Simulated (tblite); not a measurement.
# C6H10SSi: the cost of one run

Computed with tblite 0.8.0 and PySCF 2.14.0, with density-fitted response routines of our own, on a single molecule in the gas phase. Atoms are numbered from 0 throughout.

## (1) The molecule as given

18 atoms, charge 1, multiplicity 2; geometry from: force field or distance geometry start.

Bonds of the start (Å): Si0–S1 2.15, S1–C2 1.65, C2–C3 1.48, C3–C4 1.60, C4–C5 1.48, C5–C6 1.50, C6–C7 1.48, C5–C2 1.49, C6–C2 1.47, C7–C3 1.60, Si0–H8 1.48, Si0–H9 1.49, Si0–H10 1.48, C3–H11 1.07, C4–H12 1.09, C4–H13 1.09, C5–H14 1.07, C6–H15 1.08, C7–H16 1.09, C7–H17 1.10.

## (2) Optimising the geometry with GFN2-xTB

The job: settings as JSON, then the geometry in Å.

```
{"job": {"kind": "relax", "xc": "GFN2-xTB", "basis": "xTB"}, "charge": 1, "multiplicity": 2}
Si     2.877600     0.383100    -0.440400
S      1.537500    -1.222400     0.037900
C      0.044600    -0.541300     0.248600
C     -0.863900     0.109400    -0.720100
C     -1.865000    -1.090200    -0.367000
C     -1.145200    -1.129600     0.921700
C     -0.600600     0.208900     1.337900
C     -0.938900     1.282900     0.371800
H      4.241200    -0.150000    -0.660200
H      2.369800     1.052300    -1.665700
H      2.870100     1.359500     0.678100
H     -0.631800     0.332600    -1.744900
H     -1.759100    -1.973700    -0.998100
H     -2.913900    -0.802400    -0.332800
H     -1.048000    -2.054500     1.448100
H     -0.050000     0.445300     2.241700
H     -0.196800     2.072700     0.249600
H     -1.936500     1.723700     0.477700
```

Command:

```
$ OMP_NUM_THREADS=1 python probes_run.py task.json out
```

This one command runs all jobs of the session in turn.

**Question.** How long does this first job take on 1 thread of Arm Neoverse V1, shared host?

About 1.2 s.
